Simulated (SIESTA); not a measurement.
The system is Ga3Sb.

```xyz
4
Lattice="-2.1588 2.1588 4.7605 2.1588 -2.1588 4.7605 2.1588 2.1588 -4.7605" Properties=species:S:1:pos:R:3 pbc="T T T"
Sb    0.0000    0.0000    0.0000
Ga    0.0000    0.0000    4.7605
Ga    2.1588    0.0000    2.3802
Ga    0.0000    2.1588    2.3802
```

The cell comes from a database or a generator and needn't be the stable form of this composition.

Base run:

- Program: SIESTA 5.4.2
- Functional: PBEsol
- Potentials or basis: PseudoDojo 0.4 standard (PBEsol files)
- Basis: DZ (energy shift 0.003 Ry; two zetas on semicore shells)
- Grid cutoff: 800 Ry
- Energy shift: 0.003 Ry
- k mesh: 9 × 9 × 9
- Occupations: fermi-dirac, width 0.05 eV
- Spin: no spin polarisation

Its results: band gap on the k mesh none (metal or under the smearing width); pressure -3.1 GPa.

Question: After a change of settings the same cell gave: band gap on the k mesh none (metal or under the smearing width); pressure -1.1 GPa. Which change was it?
A. basis from DZ (energy shift 0.003 Ry; two zetas on semicore shells) to SZP (energy shift 0.003 Ry)
B. basis from DZ (energy shift 0.003 Ry; two zetas on semicore shells) to TZP (energy shift 0.003 Ry; two zetas on semicore shells)
C. basis from DZ (energy shift 0.003 Ry; two zetas on semicore shells) to SZ (energy shift 0.003 Ry)
D. basis from DZ (energy shift 0.003 Ry; two zetas on semicore shells) to DZP (energy shift 0.003 Ry; two zetas on semicore shells)

Answer: A.

Caveats: spin-orbit coupling is left out, which moves the levels of the heavy elements; the basis of atomic orbitals isn't converged, which shifts pressures, moduli and gaps; the basis has no polarisation orbitals (some runs).
